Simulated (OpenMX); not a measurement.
The system is MoSe.

```
Mo Se
1.0
     0.00000    2.89288    2.89288
     2.89288    0.00000    2.89288
     2.89288    2.89288    0.00000
Mo Se
1 1
Direct
  0.00000 0.00000 0.00000
  0.50000 0.50000 0.50000
```

The cell was built by a generator and needn't be a form met in nature.

Base run:

```yaml
Program: OpenMX 3.8.5
Functional: PBE
Dispersion: D3
Potentials_or_basis: OpenMX 2013 PBE set, Mo7.0-s3p2d2, Se7.0-s3p2d2, grid cutoff 400 Ry
k_mesh: 7 × 7 × 7
Occupations: fermi-dirac, width 0.05 eV
Spin: no spin polarisation
```

Its results: band gap on the k mesh none (metal or under the smearing width); pressure -21.4 GPa.

Q: The run is repeated on the same cell with these changes: dispersion from D3 to D3(BJ). What comes out?

A: Band gap on the k mesh none (metal or under the smearing width); pressure -22.9 GPa.

Caveats: the basis of atomic orbitals isn't converged, which shifts pressures, moduli and gaps; pairwise dispersion overbinds metals, which lowers pressure and volume.
